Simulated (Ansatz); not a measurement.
# AsH3 (singlet): from Hartree-Fock to the top rungs at a displaced geometry (v2), cc-pVDZ

Aim: climb from Hartree-Fock through coupled cluster and multireference methods for AsH3 (singlet) at one geometry and basis, and see what each rung misses.

Method: cc-pVDZ, core rule «outside noble gas», up to 14 orbitals frozen; program: Ansatz 0.2.0, Gaussian basis.

To be run: UHF; CCSD(T) on RHF; BCCD(T) on RHF; CISD; CCSDT(Q) on RHF; CCSDTQ on RHF; CASSCF and MRCISD+Q, 8 electrons in 7 orbitals; CASSCF and NEVPT2, 8 electrons in 7 orbitals.

14 further runs of the same task are left out: 6 that didn't finish, 8 set aside as unsound or not needed.

### 1 The geometry

The geometry is a PBE0/def2-TZVP stationary point (not a proven minimum) with its atoms shifted at random (size 0.100 Å). No spin-orbit coupling is included. The filled d shell of As may be among the frozen orbitals whatever the setting's name suggests; the logs give the count.

4 atoms, charge 0, spin multiplicity 1.

Atoms are counted from 1 here; the program's logs count them from 0.

Bond lengths: As1–H2 1.396 Å, As1–H3 1.547 Å, As1–H4 1.594 Å. Angles: H2–As1–H3 91.3°, H2–As1–H4 89.1°, H3–As1–H4 91.4°.

### 2 UHF

in.yaml

```yaml
crystal:
  periodic: [false, false, false]
  atoms:
    - {symbol: As, position_ang: [0.003520, 0.001246, -0.033349]}
    - {symbol: H, position_ang: [1.097758, 0.023595, 0.832628]}
    - {symbol: H, position_ang: [-0.733772, 1.063998, 0.814541]}
    - {symbol: H, position_ang: [-0.625665, -1.180215, 0.831718]}
basis:
  gaussian: {orbitals: cc-pVDZ}
magnetization: {spin_polarized: true, initial_magnetization: 0}
hamiltonian: {xc: hf}
output: {orbitals: {seedname: orbitals}}
```

Command:

```bash
$ ansatz run in.yaml --threads 1 --pin off --events-out ev --progress --plain --max-ram 2393MiB
```

The runs that follow: CCSD(T) on RHF; BCCD(T) on RHF; CISD; CCSDT(Q) on RHF; CCSDTQ on RHF; CASSCF and MRCISD+Q, 8 electrons in 7 orbitals; CASSCF and NEVPT2, 8 electrons in 7 orbitals.

**Question.** What will the summary of the whole plan be? Wanted: RCCSDTQ below the RHF energy; RMP2 from RCCSDTQ; RCCSD from RCCSDTQ; RCCSD(T) from RCCSDTQ; RCCSDT(Q) from RCCSDTQ; NEVPT2 valence from RCCSDTQ; MRCISD+Q valence from RCCSDTQ; T1 diagnostic; effectively unpaired electrons.

As calculated:

```
                         quantity                                                   value
     RCCSDTQ below the RHF energy                                              -4.2567 eV
                RMP2 from RCCSDTQ                                         +20.00 kcal/mol
               RCCSD from RCCSDTQ                                          +2.52 kcal/mol
            RCCSD(T) from RCCSDTQ                                          +0.45 kcal/mol
           RCCSDT(Q) from RCCSDTQ                                          +0.01 kcal/mol
      NEVPT2 valence from RCCSDTQ                                         +16.21 kcal/mol
    MRCISD+Q valence from RCCSDTQ                                          -0.11 kcal/mol
levels within 1 kcal/mol (43 meV)  RCCSD(T), BCCD(T), RCCSDT, RCCSDT(Q), MRCISD+Q valence
                    T1 diagnostic                                                   0.011
   effectively unpaired electrons                                                    0.02
```

**Reading.** RCCSD(T) misses by +0.45 kcal/mol, 0.5 % of the correlation energy. One determinant dominates. Of the multireference levels listed MRCISD+Q valence comes nearest in total energy (-0.11 kcal/mol), which doesn't show that its space is the better one. These misses are within one basis, not against nature.
